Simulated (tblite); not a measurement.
# CH4BNP2: the cost of one run

Computed with tblite 0.8.0 and PySCF 2.14.0, with density-fitted response routines of our own, on a single molecule in the gas phase. Atoms count from 0, in the outputs and in this text.

## (1) The molecule as given

9 atoms, charge 0, multiplicity 1; geometry from: force field or distance geometry start.

Bonds of the start (Å): N0–C1 1.16, C1–B2 1.56, B2–P3 1.94, B2–P4 1.96, P3–H5 1.45, P3–H6 1.46, P4–H7 1.43, P4–H8 1.46.

## (2) Relaxing the molecule with GFN2-xTB

What the job is given:

```
{"job": {"kind": "relax", "xc": "GFN2-xTB", "basis": "xTB"}, "charge": 0, "multiplicity": 1}
N      0.428000     3.020600    -0.116000
C      0.154200     1.915800    -0.335200
B     -0.155700     0.416000    -0.607800
P      1.394500    -0.747100    -0.665500
P     -1.691400    -0.285000     0.383200
H      1.079500    -2.049300    -0.099100
H      2.371300    -0.140000     0.239500
H     -2.446100    -1.220900    -0.394000
H     -1.120500    -0.904100     1.569900
```

The run is started by

```console
> OMP_NUM_THREADS=1 python probes_run.py task.json out
```

One launch serves the whole session: the jobs run in the order shown.

**Question.** How long does this first job take on 1 thread of Intel Xeon at 2.50GHz, shared host, and how much memory does it need?

About 1.5 s, with a peak of 0.18 GiB.
